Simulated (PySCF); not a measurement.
# C3H6O3S: the cost of one run

Programs: PySCF 2.14.0, with density-fitted response routines of our own. Each step states its level of theory. These are calculated values for one molecule, in the gas phase or a continuum, unless marked as measured. Atoms count from 0, in the outputs and in this text.

### 1 Starting geometry

13 atoms, charge 0, multiplicity 1; geometry from: GFN2-xTB. The atoms were then displaced at random by about 0.01 Å, so the start is not that level's minimum.

Bonds of the start (Å): C0–C1 1.28, C1–S2 1.78, S2–O3 1.44, S2–O4 1.42, S2–O5 1.63, O5–C6 1.43, C0–H7 1.07, C0–H8 1.09, C1–H9 1.08, C6–H10 1.07, C6–H11 1.10, C6–H12 1.09.

### 2 Optimising the geometry at PBE0-D3(BJ)/def2-TZVP

Job settings and geometry (Å):

```
{"job": {"xc": "PBE0", "basis": "def2-TZVP", "d3": "d3bj", "grid": 2, "shake": 0.01, "kind": "geom"}, "charge": 0, "multiplicity": 1}
C     -2.250500     0.545810     0.132460
C     -1.270090    -0.270060     0.037680
S     -0.059410    -0.019490    -1.247310
O      0.436440    -1.290600    -1.718620
O     -0.504240     0.954950    -2.173230
O      1.155130     0.675240    -0.405240
C      2.076770    -0.188620     0.255140
H     -3.029170     0.496110     0.870410
H     -2.341440     1.385640    -0.560710
H     -1.085950    -1.121330     0.677300
H      3.040750     0.280960     0.229500
H      1.769940    -0.327520     1.302610
H      2.067600    -1.137980    -0.271570
```

Launch:

```
$ OMP_NUM_THREADS=2 python probes_run.py task.json out
```

One launch serves the whole session: the jobs run in the order shown.

Q: Estimate the wall time and peak memory of this first job on 2 threads of AMD EPYC 7B13, shared host.

About 2.5 min, with a peak of 1.4 GiB.
